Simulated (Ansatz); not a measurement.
What does this script print? It uses Ansatz 0.2.0, Python API.

Input file `b3h9p2.xyz`:
```text
14

B     1.48060    1.40840   -1.19950
P     0.17460    1.06350    0.11310
B    -1.23510   -0.02630   -0.52660
P    -0.86250   -1.58600    0.48160
B     0.54620   -0.49410    1.12290
H     1.89970    2.50310   -1.34150
H     1.87920    0.52880   -1.87930
H    -0.24720    2.16510    0.88080
H    -1.12840   -0.23420   -1.69480
H    -2.29610    0.42990   -0.23560
H    -0.41210   -2.65980   -0.30920
H    -1.83860   -1.85900    1.45820
H     1.60850   -0.95290    0.83980
H     0.43120   -0.28630    2.29010
```

`opt.py`:
```python
import ansatz as az
import numpy as np

BASIS_SET = "def2-SVP"
XC = "cam_b3lyp"


def main() -> None:
    system = az.Crystal.molecule_from_extxyz("b3h9p2.xyz")

    calc = (
        system.calculation()
        .basis(gaussian=BASIS_SET)
        .functional(XC)
    )
    symbols = [site.symbol for site in system.cartesian_sites]
    start = np.array([site.position_ang for site in system.cartesian_sites], dtype=float)
    def progress(event):
        if event["event"] == "relax_step":
            row = event["data"]
            print(f"step {row['step']:3d}  E = {row['lagrangian_ev']:.6f} eV  max force {row['allowed_force_max_ev_ang']:.4f} eV/A")


    rep = calc.relax(force_tolerance=0.02, max_steps=100).session().plan().execute(on_event=progress).report
    end = np.array(rep["positions_ang"])

    for key in ("converged", "free_energy_ev", "reference_energy_ev", "n_frozen", "n_occupied", "n_virtual"):
        print(f"{key:22s} {rep[key]}")

    print("bond        before    after (A)")
    for i, j in [(0, 1), (0, 5), (0, 6), (1, 2), (1, 4), (1, 7), (2, 3), (2, 8), (2, 9), (3, 4), (3, 10), (3, 11), (4, 12), (4, 13)]:
        d0, d1 = (np.linalg.norm(xyz[i] - xyz[j]) for xyz in (start, end))
        print(f"{symbols[i]}{i}-{symbols[j]}{j}".ljust(10), f"{d0:8.4f} {d1:8.4f}")


if __name__ == "__main__":
    main()
```

```console
$ python opt.py
step   1  E = -20742.859661 eV  max force 1.7736 eV/A
step   2  E = -20743.529635 eV  max force 0.8445 eV/A
step   3  E = -20743.603836 eV  max force 0.3741 eV/A
step   4  E = -20743.611690 eV  max force 0.2235 eV/A
step   5  E = -20743.616514 eV  max force 0.0319 eV/A
step   6  E = -20743.616863 eV  max force 0.0123 eV/A
step   7  E = -20743.616954 eV  max force 0.1054 eV/A
step   8  E = -20743.618212 eV  max force 0.1370 eV/A
step   9  E = -20743.619066 eV  max force 0.0980 eV/A
step  10  E = -20743.624194 eV  max force 0.0758 eV/A
step  11  E = -20743.628687 eV  max force 0.1793 eV/A
step  12  E = -20743.633415 eV  max force 0.1156 eV/A
step  13  E = -20743.640085 eV  max force 0.0587 eV/A
step  14  E = -20743.645791 eV  max force 0.0990 eV/A
step  15  E = -20743.636179 eV  max force 0.3393 eV/A
step  16  E = -20743.649063 eV  max force 0.0543 eV/A
step  17  E = -20743.649015 eV  max force 0.0565 eV/A
step  18  E = -20743.649356 eV  max force 0.0081 eV/A
step  19  E = -20743.649588 eV  max force 0.0137 eV/A
converged              True
free_energy_ev         -20743.649730304838
reference_energy_ev    -20743.649730304838
n_frozen               0
n_occupied             [27, 27]
n_virtual              [96, 96]
bond        before    after (A)
B0-P1        1.8835   1.8820
B0-H5        1.1808   1.2015
B0-H6        1.1810   1.2025
P1-B2        1.8932   2.0192
P1-B4        1.8931   2.0214
P1-H7        1.4074   1.4112
B2-P3        1.8942   1.9700
B2-H8        1.1913   1.2071
B2-H9        1.1910   1.2129
P3-B4        1.8942   1.9699
P3-H10       1.4076   1.4127
P3-H11       1.4075   1.4131
B4-H12       1.1913   1.2072
B4-H13       1.1911   1.2130
```

Caveats:
- Total energies depend on the basis set; only differences at equal settings carry meaning.
- The end point is the stationary point reached from this start; no frequency run checks that it is a minimum, and the basis set is modest.
- Run time: 5.1 min on 1 thread of Intel(R) Xeon(R) Platinum 8259CL CPU @ 2.50GHz (Skylake/Cascade Lake), on a shared host, peak memory 0.47 GiB.

(Lines on the test bed's own set-up are left out of the output.)
